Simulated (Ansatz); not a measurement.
Slab: Zn, a slab with vacuum.

```
CELL_PARAMETERS angstrom
2.66480 0.00000 0.00000
-1.33240 2.30778 0.00000
0.00000 0.00000 27.36675
ATOMIC_POSITIONS crystal
Zn 0.66667 0.33333 0.27406
Zn 0.33333 0.66667 0.36443
Zn 0.66667 0.33333 0.45481
Zn 0.33333 0.66667 0.54519
Zn 0.66667 0.33333 0.63557
Zn 0.33333 0.66667 0.72594
```

The cell isn't the ideal one: the (0 0 1) slab of Zn, cut from the database cell, not relaxed.

A run of Ansatz 0.2.0 on this cell left the log below. Logs are shortened: lines on timing, memory, paths and dates and some standing lists are left out, and cuts for length are marked.

```text
Warning: RAYON_NUM_THREADS=4 ignored (pool sized by the plan → 4); use --threads N
Engine: ansatz 0.2.0, aarch64-unknown-linux-gnu
Pseudopotentials: kind: paw
Pseudopotential: Zn, paw, valence charge 12, recommended cutoff 420 eV (normal), Zn.paw.azcp
Functional definition: PBE
  parameter kappa = 0.804
  parameter beta = 0.06672455060314922
  exchange = pbe_x(kappa = kappa, mu = beta*pi^2/3)
  correlation = pbe_c(beta = beta)
Crystal: 6 atoms, lattice volume = 168.299 Å³
Basis set: ecut = 420 eV, 3373 PW (Γ), exchange–correlation on 36×36×384 points (8 copies of the dense FFT grid, shifted against one another)
Bands: 44, of which v1, the nominal top of the filled ones, is band 36 counted from 1 (35 counted from 0)
Symmetry: 6 space group operations
k-points: 16 of 121 (time reversal used)
Non-local potential: Zn, projectors of the file, l = 0: 2, l = 1: 2, l = 2: 3, l = 3: 1
PAW form: soft (Blöchl's): semilocal exchange-correlation on the pseudo side does not see the compensation charge
PAW one-centre angular grid: Zn, 590 points (default); XC on 64 Gauss nodes
Initial density: superposition of atomic densities (neutral atoms: chi_scale 0, normalization atom), corrected by the library's trained network
Initial wavefunctions: pseudopotential atomic-orbital guess
Functional: x = pbe(κ = 0.804, μ = 0.2195149727645171), c = pbe(β = 0.06672455060314922)
[... 22 lines left out ...]
Levels:          The Fermi level and band energies are counted from a zero that moves with the ramp; work functions are not
--- Per-component energies (eV) ---
  E_band       = -198.019644
  E_kinetic    = 784.395424
  E_local      = -84017.425467  (includes V_loc(G=0)·N_el)
  E_nonlocal   = 3663.105269
  E_hartree    = 41018.198557
  E_xc         = -825.028152
  E_vxc        = -313.919584  (∫ρ·V_xc dr)
  E_paw        = -10948.810321  (= ΣΔE_a)
  E_vpaw       = -2350.559327  (= ΣTr[D̂ρ^β])
  E_aug_tail   = -0.002224  (compensation charges beyond the density's cutoff)
  E_efield     = 0.000000  (sawtooth field / dipole correction)
  E_vefield    = 0.000000  (∫n·V_field dr)
  E_ewald      = 30411.741651
  E_smearing   = -0.029707  (= −TS)
  E_closure    = -0.000000  (closes the sum)
  Σ components = -19913.854971   (vs F -19913.854971, Δ=0.00e0)
--- Forces (eV/Å), atoms counted from 1 ---
  atom   1  Zn     0.00000000    -0.00000000    -0.02854403
  atom   2  Zn     0.00000000     0.00000000     0.10119750
  atom   3  Zn     0.00000000    -0.00000000    -0.07031772
  atom   4  Zn     0.00000000     0.00000000     0.07031751
  atom   5  Zn     0.00000000    -0.00000000    -0.10119746
  atom   6  Zn     0.00000000     0.00000000     0.02854400
  max |Σ_I F_I| component: 2.00e-7 eV/Å
--- Band table (eV; the first three rows and the last of 16) ---
  k-point 0: bands = ["-6.0689", "-5.6586", "-5.0610", "-4.5696", "-4.4053", "-4.3841", "-3.6885", "-3.6484", "-3.4741", "-3.4685", "-3.4685", "-3.4656", "-3.4656", "-3.4470", "-3.4470", "-3.4191", "-3.4191", "-3.3572", "-3.3572", "-3.3570", "-3.3570", "-3.0693", "-3.0693", "-3.0283", "-3.0283", "-2.9638", "-2.9638", "-2.9048", "-2.9048", "-2.8994", "-2.8714", "-2.8714", "-2.8668", "-2.8668", "-1.7430", "-0.0905", "1.3746", "3.5776", "5.6827", "7.3544", "7.8812", "8.9830", "9.1415", "11.1440"]
  k-point 1: bands = ["-5.8263", "-5.4214", "-4.8428", "-4.4034", "-4.2791", "-4.2738", "-3.6670", "-3.6363", "-3.5180", "-3.4991", "-3.4918", "-3.4648", "-3.4482", "-3.4138", "-3.4097", "-3.3931", "-3.3867", "-3.3848", "-3.3655", "-3.3033", "-3.3029", "-3.2084", "-3.1176", "-3.0888", "-3.0479", "-3.0427", "-3.0062", "-2.9732", "-2.9492", "-2.9096", "-2.8974", "-2.8750", "-2.8678", "-2.5706", "-1.4956", "0.0993", "1.7022", "3.8222", "5.9128", "7.5807", "8.1157", "9.2153", "9.3730", "11.3783"]
  k-point 2: bands = ["-5.1364", "-4.7689", "-4.3018", "-4.0689", "-4.0098", "-4.0082", "-3.6375", "-3.6255", "-3.6009", "-3.5615", "-3.5334", "-3.5266", "-3.4595", "-3.4342", "-3.3910", "-3.3763", "-3.3473", "-3.2677", "-3.2580", "-3.2508", "-3.2217", "-3.1732", "-3.1608", "-3.1558", "-3.1186", "-3.1108", "-3.0670", "-3.0136", "-2.9945", "-2.9245", "-2.8854", "-2.8715", "-2.7564", "-2.0536", "-0.8637", "0.6643", "2.6152", "4.5539", "6.5996", "8.2574", "8.8171", "9.9059", "10.0636", "12.0697"]
  k-point 15: bands = ["-3.8191", "-3.7942", "-3.7481", "-3.7187", "-3.6910", "-3.6745", "-3.6342", "-3.6224", "-3.6038", "-3.5637", "-3.4954", "-3.4851", "-3.4827", "-3.4083", "-3.4035", "-3.3503", "-3.3461", "-3.2475", "-3.2245", "-3.2233", "-3.1974", "-3.1566", "-3.1069", "-3.0567", "-2.9798", "-2.9510", "-2.9130", "-2.9070", "-2.8841", "-2.8815", "3.5384", "3.6033", "3.9487", "3.9616", "4.5853", "4.6143", "5.8542", "5.9089", "6.2185", "6.5393", "6.9250", "7.1714", "7.4532", "8.0181"]
```

Q: What input gives this log?

A: Single point with PBE, no spin polarisation. The files as run (others can give the same):

input.yaml
```yaml
crystal:
  lattice:
    - [2.6647980532, 0.0, 0.0]
    - [-1.3323990266, 2.30778281, 0.0]
    - [0.0, 0.0, 27.36675]
  atoms:
    - { symbol: Zn, position: [0.6666666667, 0.3333333334, 0.2740551947] }
    - { symbol: Zn, position: [0.3333333333, 0.6666666666, 0.3644331168] }
    - { symbol: Zn, position: [0.6666666667, 0.3333333334, 0.4548110389] }
    - { symbol: Zn, position: [0.3333333333, 0.6666666666, 0.5451889611] }
    - { symbol: Zn, position: [0.6666666667, 0.3333333334, 0.6355668832] }
    - { symbol: Zn, position: [0.3333333333, 0.6666666666, 0.7259448053] }
hamiltonian:
  xc: pbe
  pseudopotentials: { kind: paw }
kpoints:
  mp_grid: { grid: [11, 11, 1] }
scf:
  occupations: { method: fermi_dirac, width: 0.05 }
output:
  forces: true
  eigenvalues: true
efield:
  axis: 3
  dipole_correction: true
  ramp_width: 0.04
```

Potentials or basis: Ansatz PAW.
Run with:
```console
$ ansatz run input.yaml --threads 4 --pin off --max-ram 11264MiB --backend cpu --events-out ev --progress --plain --runs-dir out
```
